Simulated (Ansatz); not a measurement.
# C₁₀H₁₁ClHfO: small, medium and large basis sets

An exercise on one series of results from a longer session: the logs are not shown, and one member is left open.

Computed with Ansatz 0.2.0, Gaussian basis. Level: one geometry, several basis sets.

The runs, in order: PBE0-D4/def2-SVP; ωB97M-V/def2-SVP; PBE0-D4/def2-QZVPP; ωB97M-V/def2-QZVPP; the functionals' def2-TZVPP values are taken from earlier runs.

### Structure used throughout

An earlier PBE0-D4 in a triple-zeta def2 set relaxation fixed the geometry. Hf takes the def2 core potential; no spin-orbit term is included.

SMILES `[OH][Hf]12345678([Cl])([C@H]9[C@@H]1[C@@H]2[C@@H]3[C@H]94)[C@H]1[C@@H]5[C@@H]6[C@@H]7[C@H]18`, 24 atoms, charge 0, spin multiplicity 1.

Atoms are counted from 1 here; the program's logs count them from 0.

Bond lengths: O1–Hf2 1.974 Å, O1–H14 0.956 Å, Hf2–Cl3 2.429 Å, Hf2–C4 2.545 Å, Hf2–C5 2.546 Å, Hf2–C6 2.542 Å, Hf2–C7 2.527 Å, Hf2–C8 2.510 Å, Hf2–C9 2.521 Å, Hf2–C10 2.530 Å, Hf2–C11 2.546 Å, Hf2–C12 2.531 Å, Hf2–C13 2.520 Å, C4–C5 1.405 Å, C4–C8 1.410 Å, C4–H15 1.080 Å, C5–C6 1.415 Å, C5–H16 1.080 Å and more. Angles: Hf2–O1–H14 124.8°, O1–Hf2–Cl3 100.0°, O1–Hf2–C4 80.5°, O1–Hf2–C5 94.6°, O1–Hf2–C6 126.9°, O1–Hf2–C7 132.5°, O1–Hf2–C8 101.3°, O1–Hf2–C9 110.4°, O1–Hf2–C10 131.9°, O1–Hf2–C11 110.3°, O1–Hf2–C12 80.4°, O1–Hf2–C13 80.3°, Cl3–Hf2–C4 114.6°, Cl3–Hf2–C5 83.9°, Cl3–Hf2–C6 80.5°, Cl3–Hf2–C7 108.8°, Cl3–Hf2–C8 133.5°, Cl3–Hf2–C9 129.9° and more.

Set-up of the first run:

File in.yaml:

```yaml
crystal:
  periodic: [false, false, false]
  atoms:
    - {symbol: O, position_ang: [-1.181934, -0.109511, -2.046975]}
    - {symbol: Hf, position_ang: [-0.372890, 0.367623, -0.311148]}
    - {symbol: Cl, position_ang: [-1.381348, 2.549710, 0.039340]}
    - {symbol: C, position_ang: [-1.816730, -1.595168, 0.422167]}
    - {symbol: C, position_ang: [-2.343949, -0.464052, 1.068684]}
    - {symbol: C, position_ang: [-1.378112, -0.001984, 1.994494]}
    - {symbol: C, position_ang: [-0.254502, -0.838441, 1.906672]}
    - {symbol: C, position_ang: [-0.514224, -1.817841, 0.914636]}
    - {symbol: C, position_ang: [2.051102, -0.323647, -0.251275]}
    - {symbol: C, position_ang: [1.999098, 0.960617, 0.340197]}
    - {symbol: C, position_ang: [1.642010, 1.883716, -0.664136]}
    - {symbol: C, position_ang: [1.454765, 1.174804, -1.865607]}
    - {symbol: C, position_ang: [1.711791, -0.190194, -1.612255]}
    - {symbol: H, position_ang: [-2.082884, -0.407851, -2.165505]}
    - {symbol: H, position_ang: [-2.301922, -2.176522, -0.347475]}
    - {symbol: H, position_ang: [-3.304428, -0.007418, 0.882460]}
    - {symbol: H, position_ang: [-1.479744, 0.866021, 2.627491]}
    - {symbol: H, position_ang: [0.651733, -0.747974, 2.486403]}
    - {symbol: H, position_ang: [0.148229, -2.616142, 0.615247]}
    - {symbol: H, position_ang: [2.314783, -1.242632, 0.250037]}
    - {symbol: H, position_ang: [2.204250, 1.196480, 1.374289]}
    - {symbol: H, position_ang: [1.489165, 2.942017, -0.523675]}
    - {symbol: H, position_ang: [1.122663, 1.590582, -2.804553]}
    - {symbol: H, position_ang: [1.623089, -0.992203, -2.329501]}
basis:
  gaussian: {orbitals: def2-SVP}
hamiltonian: {xc: pbe0, dispersion: d4}
output: {orbitals: {seedname: orbitals}}
```

The run is started by

```sh
> ansatz run in.yaml --threads 11 --pin off --events-out ev --progress --plain --max-ram 174080MiB --backend cpu
```

Steps of the session up to this table: PBE0-D4 in def2-SVP; ωB97M-V in def2-SVP; PBE0-D4 in def2-QZVPP; ωB97M-V in def2-QZVPP.

One of the session's tables, all rows but one given; the rest of the session is left out.

It belongs to the step «Functionals by basis». 

| functional | basis | HOMO (eV) |
| --- | --- | --- |
| PBE0-D4 | def2-SVP | -6.82 |
| PBE0-D4 | def2-TZVPP | -6.76 |
| PBE0-D4 | def2-QZVPP | -6.78 |
| ωB97M-V | def2-SVP | ? |
| ωB97M-V | def2-TZVPP | -8.80 |
| ωB97M-V | def2-QZVPP | -8.82 |

Q: Estimate the row for ωB97M-V, def2-SVP from the others.

**Answer.** HOMO (eV): -8.85. In the column «HOMO (eV)» it is the lowest.
